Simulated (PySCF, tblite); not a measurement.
# C₉H₁₁FO₅S: electronic excitations, NMR shifts

What do calculations give for the electronic excitations, NMR shifts of C₉H₁₁FO₅S (`COCCOS(=O)(=O)Oc1ccc(F)cc1`)?

Programs: tblite 0.8.0 and PySCF 2.14.0, with routines of our own; each step states its level. All values are computed. Atoms count from 0.

### Step 1. The system as given

27 atoms, charge 0, multiplicity 1; geometry from: force field, distance geometry or constructed start.

### Step 2. Geometry optimisation with GFN2-xTB

The job: settings as JSON, then the geometry in Å.

```
{"job": {"kind": "relax", "xc": "GFN2-xTB", "basis": "xTB"}, "charge": 0, "multiplicity": 1}
C      5.336700     1.517500    -0.032300
O      3.987900     1.406900    -0.497400
C      3.452100     0.116200    -0.203600
C      2.022100     0.053800    -0.745100
O      1.464600    -1.214100    -0.412100
S     -0.105700    -1.467700    -0.776500
O     -0.398700    -2.839700    -0.423600
O     -0.328400    -0.982800    -2.120700
O     -0.873100    -0.487800     0.271700
C     -2.243900    -0.361500     0.307200
C     -3.146200    -1.083100    -0.481900
C     -4.520500    -0.860700    -0.345700
C     -4.983500     0.080000     0.574700
F     -6.294600     0.288200     0.691400
C     -4.096200     0.806400     1.358100
C     -2.724400     0.580300     1.231700
H      5.694600     2.523600    -0.272900
H      5.376200     1.380900     1.053200
H      5.971300     0.787100    -0.527100
H      3.451000    -0.056100     0.880600
H      4.055500    -0.660000    -0.669500
H      1.421400     0.856600    -0.301100
H      2.032100     0.197200    -1.818900
H     -2.825400    -1.829600    -1.205100
H     -5.228900    -1.410300    -0.949600
H     -4.480500     1.527700     2.070400
H     -2.027500     1.146800     1.842600
```

Command:

```sh
$ OMP_NUM_THREADS=1 python large_run.py task.json out
```

The driver reads the jobs from task.json and runs them one after another.

Log:

```text
step      E/eV     max force
  0   -1447.80839    1.813
  1   -1447.91081    0.830
  2   -1447.93846    0.462
  3   -1447.95604    0.661
  4   -1447.97032    0.500
  5   -1447.98714    0.310
  6   -1447.99949    0.225
  7   -1448.00852    0.218
  8   -1448.01903    0.258
  9   -1448.02816    0.254
 10   -1448.03506    0.169
 11   -1448.03980    0.146
 12   -1448.04414    0.174
 13   -1448.04844    0.212
 14   -1448.05204    0.168
 15   -1448.05473    0.122
 16   -1448.05708    0.110
 17   -1448.05939    0.114
 18   -1448.06142    0.118
 19   -1448.06306    0.114
 20   -1448.06462    0.091
 21   -1448.06549    0.077
 22   -1448.06717    0.126
 23   -1448.06772    0.100
 24   -1448.06846    0.114
 25   -1448.06960    0.083
 26   -1448.07021    0.091
 27   -1448.07116    0.073
 28   -1448.07177    0.071
 29   -1448.07238    0.059
 30   -1448.07308    0.073
 31   -1448.07386    0.080
 32   -1448.07447    0.057
 33   -1448.07489    0.037
 34   -1448.07524    0.040
 35   -1448.07560    0.051
 36   -1448.07592    0.041
 37   -1448.07617    0.037
 38   -1448.07642    0.045
 39   -1448.07678    0.067
 40   -1448.07722    0.068
 41   -1448.07760    0.043
 42   -1448.07779    0.021
 43   -1448.07787    0.027
 44   -1448.07793    0.023
 45   -1448.07797    0.012
```

Run time: 1.1 s. Hardware: 1 thread of Arm Neoverse N1, shared host; peak memory 0.18 GiB.

Along the way:

| step | energy from step 0 (eV) | largest force (eV/Å) |
| --- | --- | --- |
| 0 | 0.0000 | 1.8128 |
| 1 | -0.1024 | 0.8301 |
| 2 | -0.1301 | 0.4619 |
| 3 | -0.1477 | 0.6616 |
| 4 | -0.1619 | 0.4997 |
| 5 | -0.1788 | 0.3092 |
| 6 | -0.1911 | 0.2254 |
| 7 | -0.2001 | 0.2182 |
| 8 | -0.2106 | 0.2581 |
| 11 | -0.2314 | 0.1456 |
| 14 | -0.2437 | 0.1677 |
| 17 | -0.2510 | 0.1135 |
| 20 | -0.2562 | 0.0913 |
| 23 | -0.2593 | 0.1009 |
| 26 | -0.2618 | 0.0917 |
| 29 | -0.2640 | 0.0597 |
| 32 | -0.2661 | 0.0575 |
| 35 | -0.2672 | 0.0516 |
| 38 | -0.2680 | 0.0452 |
| 41 | -0.2692 | 0.0424 |
| 42 | -0.2694 | 0.0210 |
| 43 | -0.2695 | 0.0268 |
| 44 | -0.2695 | 0.0222 |
| 45 | -0.2696 | 0.0120 |

Distances of close pairs at the start and the end, largest changes first:

| bond | before (Å) | after (Å) | change (Å) |
| --- | --- | --- | --- |
| O4–S5 | 1.632 | 1.569 | -0.062 |
| S5–O6 | 1.447 | 1.415 | -0.032 |
| S5–O7 | 1.446 | 1.420 | -0.026 |
| O1–C2 | 1.428 | 1.405 | -0.023 |
| C0–O1 | 1.431 | 1.408 | -0.023 |
| S5–O8 | 1.627 | 1.606 | -0.021 |
| C12–F13 | 1.333 | 1.347 | +0.015 |
| C10–C11 | 1.399 | 1.385 | -0.014 |

The next job starts from the end point, and lists it.

### Step 3. Harmonic vibrations with GFN2-xTB

The job: settings as JSON, then the geometry in Å.

```
{"job": {"kind": "ir", "xc": "GFN2-xTB", "basis": "xTB"}, "charge": 0, "multiplicity": 1}
C      5.245805     1.485582    -0.057857
O      3.915189     1.343626    -0.496014
C      3.380643     0.077867    -0.204165
C      1.937301     0.044047    -0.697107
O      1.368670    -1.204437    -0.329945
S     -0.121867    -1.419242    -0.772057
O     -0.476196    -2.755338    -0.470728
O     -0.333840    -0.915247    -2.083006
O     -0.792494    -0.413491     0.285968
C     -2.164348    -0.288001     0.333011
C     -3.008731    -1.034357    -0.476220
C     -4.380089    -0.871244    -0.371518
C     -4.883687     0.039482     0.539400
F     -6.217774     0.197660     0.643520
C     -4.053416     0.794781     1.348759
C     -2.685421     0.627606     1.242529
H      5.552348     2.492309    -0.331466
H      5.321264     1.359986     1.028803
H      5.904834     0.756253    -0.543049
H      3.394408    -0.110945     0.879873
H      3.960264    -0.716063    -0.697483
H      1.366121     0.853471    -0.234273
H      1.888392     0.156900    -1.783533
H     -2.588177    -1.736905    -1.175284
H     -5.054430    -1.444469    -0.987199
H     -4.476490     1.498345     2.048038
H     -2.010215     1.197675     1.859446
```

Log:

```text
mode    cm-1     km/mol
  1     -14.7      0.16
  2       5.4      0.55
  3      35.2      0.18
  4      39.4      2.69
  5      69.1      0.07
  6      96.6      3.60
  7     108.2      4.66
  8     123.8      1.79
  9     144.3      3.14
 10     193.0      6.64
 11     229.3      4.53
 12     258.7      6.65
 13     274.8      2.82
 14     288.9      0.73
 15     339.1     10.76
 16     383.4      0.07
 17     386.5      2.00
 18     392.6      1.50
 19     436.9     16.04
 20     447.7     73.45
 21     484.6     84.20
 22     490.8     28.14
 23     509.4     58.58
 24     534.2    163.74
 25     602.7     59.66
 26     661.7      0.04
 27     709.1    107.88
 28     778.8    464.25
 29     791.6    380.14
 30     816.6     72.72
 31     821.8      0.62
 32     863.0      0.56
 33     883.0     62.57
 34     899.7      0.45
 35     914.4      0.31
 36     999.1     33.27
 37    1012.6     47.27
 38    1060.2     41.79
 39    1083.4    125.48
 40    1101.0      1.63
 41    1111.9     10.25
 42    1123.0    133.06
 43    1132.8      9.92
 44    1136.2    258.24
 45    1159.2     18.85
 46    1172.1     19.57
 47    1173.7     12.14
 48    1178.9    297.41
 49    1231.7      0.93
 50    1246.3      4.52
 51    1270.5     13.89
 52    1275.8     18.35
 53    1319.2      5.11
 54    1325.4    509.29
 55    1342.9     26.65
 56    1402.7      0.15
 57    1413.0      7.30
 58    1464.4      7.19
 59    1471.2    148.86
 60    1471.7    157.30
 61    1484.4      5.31
 62    1491.7      0.16
 63    1586.3      4.78
 64    1599.5      0.69
 65    2858.3     40.53
 66    2889.2     33.35
 67    2906.8     45.20
 68    2928.7     52.65
 69    2945.9     20.64
 70    2957.7     24.20
 71    3039.2     11.03
 72    3109.3      2.59
 73    3114.8      1.97
 74    3119.7      3.03
 75    3137.2      1.00
```

Wall time 3.3 s (1 thread of Arm Neoverse N1, shared host); peak memory 0.18 GiB.

Which atoms move in the most intense modes:

| cm⁻¹ | km/mol | atoms |
| --- | --- | --- |
| 534 | 163.7 | S5 29 %, O8 12 %, O7 11 %, O4 10 % |
| 779 | 464.2 | O8 37 %, F13 16 %, C15 11 % |
| 792 | 380.1 | O4 61 %, S5 23 % |
| 1136 | 258.2 | O7 34 %, O6 28 %, S5 21 % |
| 1179 | 297.4 | H26 20 %, C9 18 %, C12 15 %, H23 15 % |
| 1325 | 509.3 | S5 43 %, O6 30 %, O7 22 % |
| 1471 | 148.9 | H22 19 %, H21 19 % |
| 1472 | 157.3 | H22 27 %, H21 26 % |

### Step 4. Electronic excitations: TDA wB97X-D/6-31G*

The job, as its differences from that of step 3:

```diff
@@ -1,2 +1,2 @@
-{"job": {"kind": "ir", "xc": "GFN2-xTB", "basis": "xTB"}, "charge": 0, "multiplicity": 1}
+{"job": {"kind": "uv", "basis": "6-31G*", "grid": 1, "kgrid": 0, "vcut": 1.5, "nstates": 6, "ntriplets": 2, "tda": true, "delta": [], "pop": true, "xc": "wB97X-D"}, "charge": 0, "multiplicity": 1}
 C      5.245805     1.485582    -0.057857
```

With the program's defaults for keys left out, this is: TDA wB97X-D/6-31G*, vertical, gas phase, core orbitals frozen in the response, virtual orbitals cut by energy.

Log:

```text
start: PBE on a coarse grid of 23704 points
cycle   1  E = -1222.2141406390  dE =  3.439e+00  |g| = 1.544e+00  |ddm| = 5.714e+00
cycle   2  E = -1220.6908075789  dE =  1.523e+00  |g| = 3.211e+00  |ddm| = 4.266e+00
cycle   3  E = -1222.5953720120  dE = -1.905e+00  |g| = 6.102e-01  |ddm| = 3.257e+00
cycle   4  E = -1222.6627062876  dE = -6.733e-02  |g| = 2.366e-01  |ddm| = 7.552e-01
cycle   5  E = -1222.6720245681  dE = -9.318e-03  |g| = 8.908e-02  |ddm| = 2.591e-01
cycle   6  E = -1222.6736678759  dE = -1.643e-03  |g| = 3.786e-02  |ddm| = 1.159e-01
cycle   7  E = -1222.6740380774  dE = -3.702e-04  |g| = 8.475e-03  |ddm| = 4.523e-02
final grid: 103999 points
cycle   8  E = -1223.3143183482  dE = -1.086e-02  |g| = 1.054e-01  |ddm| = 5.838e-01
cycle   9  E = -1223.3141983507  dE =  1.200e-04  |g| = 1.124e-01  |ddm| = 1.640e-01
cycle  10  E = -1223.3164323675  dE = -2.234e-03  |g| = 1.124e-02  |ddm| = 8.874e-02
cycle  11  E = -1223.3164511762  dE = -1.881e-05  |g| = 6.651e-03  |ddm| = 1.530e-02
cycle  12  E = -1223.3164619426  dE = -1.077e-05  |g| = 1.390e-03  |ddm| = 7.085e-03
cycle  13  E = -1223.3164619020  dE =  4.061e-08  |g| = 3.130e-04  |ddm| = 1.698e-03
cycle  14  E = -1223.3164626803  dE = -7.783e-07  |g| = 1.498e-04  |ddm| = 5.186e-04
cycle  15  E = -1223.3164623712  dE =  3.091e-07  |g| = 4.429e-05  |ddm| = 1.975e-04
converged SCF energy = -1223.3164623712

Static polarisability (au): isotropic 116.720, principal 72.468 119.002 158.690

Singlet excitations
state   eV       nm        f      main configurations
  1   5.5250    224.4   0.03201   H->L 0.71, H-1->L+1 0.28
  2   6.5886    188.2   0.05804   H->L+1 0.64, H-1->L 0.33
  3   7.6814    161.4   0.00428   H->L+2 0.70, H->L+3 0.18
  4   7.8884    157.2   1.20105   H-1->L 0.58, H->L+1 0.28
  5   8.0762    153.5   0.36429   H-1->L+1 0.34, H-7->L 0.21, H->L 0.13
  6   8.0831    153.4   0.28203   H-1->L+1 0.28, H-7->L 0.27, H->L 0.11

Triplet excitations (Tamm-Dancoff, eV): 4.2171 4.4566
```

Wall time 51 s (1 thread of Arm Neoverse N1, shared host); peak memory 0.62 GiB.

The orbitals next to the gap, with their largest atomic shares:

| orbital | eV | atoms |
| --- | --- | --- |
| HOMO−4 | -11.40 | O1 36 %, O4 10 %, C2 9 % |
| HOMO−3 | -11.05 | O6 39 %, O7 38 %, O8 7 % |
| HOMO−2 | -9.67 | O1 68 %, H20 6 %, H19 6 % |
| HOMO−1 | -9.57 | C14 25 %, C10 25 %, C11 24 % |
| HOMO | -8.64 | C9 22 %, C12 22 %, O8 12 % |
| LUMO | 1.32 | C15 25 %, C11 24 %, C14 24 % |
| LUMO+1 | 1.83 | C9 29 %, C12 28 %, C10 10 % |
| LUMO+2 | 3.18 | S5 21 %, O4 16 %, O8 13 % |
| LUMO+3 | 4.00 | S5 26 %, O8 11 %, O6 9 % |

With each of the 6 states as a Gaussian band of 0.4 eV half-width at 1/e, the curve within the window shown has maxima at 224 nm (ε 1,300), 188 nm (ε 2,400), 156 nm (ε 71,000) L/(mol cm). Beyond the last state computed it falls off for lack of states. The curve at chosen wavelengths:

```
 nm  ε (L/mol/cm)
148         25237
152         55526
156         71176
160         57115
164         30437
169          8482
173          2416
177          1196
181          1579
185          2166
189          2343
193          2006
197          1412
202           793
206           593
210           650
214           864
218          1108
222          1269
226          1287
230          1163
235           886
239           642
243           429
247           266
251           154
```

Leading natural transition orbitals of singlet state 4: the hole lies on 4 C atoms about 22 % each; the particle on C11, C15 about 21 % each; C10, C14 about 16 % each.

Leading natural transition orbitals of singlet state 1: the hole lies on C9, C12 about 23 % each; O8 10 %; 4 C atoms about 8 % each; the particle on 4 C atoms about 19 % each.

Further results of this job:

| property | computed |
| --- | --- |
| dipole moment (D) | 3.88 |
| polarisability (Å³) | 17.30 |
| HOMO–LUMO gap (eV) | 9.96 |
| −ε(HOMO) (eV) | 8.64 |

Orbitals, density, ELF and potential are computed afterwards from the orbital file.

Frontier orbitals at wB97X-D/6-31G*, with the share of their density that lies nearest to each atom:

| orbital | energy (eV) | lies on |
| --- | --- | --- |
| HOMO | -8.64 | C9, C12 about 22 % each; O8 11 %; F13 9 % |
| LUMO | 1.32 | 4 C atoms about 19 % each |

ELF in a plane through or near 11 of the atoms.

Ten even steps from ' ' (0.00) to '@' (1.00):
```
                                                        
                                                        
                                        ....            
                                ::..  ::@@@@..          
                              ::@@##  ==@@@@==          
          ::::                ##@@@@::==@@@@            
        ::##**                ::@@@@****==++  --::      
        ==@@##....    --::  ..  ----++##++##::##++      
      ..==++++----....%%--  ##++--@@++::**==++%%**..    
      ##@@@@::----==++##::  %%++**====  ++##::++==      
    ..@@@@@@  ----++**==..  ##--##==##==**%%......      
      ##@@++  %%%%**++##**==++##..**..**==**--          
        ::  --@@@@::..**##--##--  ****++++%%%%--        
            --@@%%    **==--::==  %%@@==..**%%--        
              ::..    ::  ::--::  ::@@::  ..::          
                              ..    ::                  
                                                        
                                                        
                                                        
                                                        
```
The map spans 17.6 Å across and 10.6 Å up, centred on the molecule. Atoms in the plane (x, y in Å): C2 (-3.4, -0.2), S5 (0.2, -1.5), O8 (0.9, -0.1), C9 (2.2, 0.1), C10 (3.1, -0.9), C14 (4.0, 1.7), C15 (2.7, 1.4), H18 (-6.0, 0.0), H20 (-3.9, -1.2), H25 (4.4, 2.7), H26 (2.0, 2.2).

log10 of the density (e/Å³) in the same plane.

Ten even steps from '0' (-4.0) to '9' (2.4):
```
0000000000000000000000000000
0000000000000000000000000000
0000000000000000111222100000
0000000000000001222343210000
0000121100000012343455310000
0001333210000023555565321000
0012455332121123566675443200
0013566543333234567666565300
0023566555444455566566665300
0024665566554467686566554200
0024554597665468676566543100
0013444566666566566666431000
0002234555566696456655431000
0000113443455676456544421000
0000001222234555444333210000
0000000010122344332211100000
0000000000001233211100000000
0000000000000111100000000000
0000000000000000000000000000
0000000000000000000000000000
```
The map spans 17.6 Å across and 10.6 Å up, centred on the molecule. Atoms in the plane (x, y in Å): C2 (-3.4, -0.2), S5 (0.2, -1.5), O8 (0.9, -0.1), C9 (2.2, 0.1), C10 (3.1, -0.9), C14 (4.0, 1.7), C15 (2.7, 1.4), H18 (-6.0, 0.0), H20 (-3.9, -1.2), H25 (4.4, 2.7), H26 (2.0, 2.2).

On the surface of density 0.002 e/bohr³ the electrostatic potential runs, from the 1st to the 99th percentile, from -1.27 V near O6 to 1.16 V near H26.

(Part 1 of 2 ends here.)
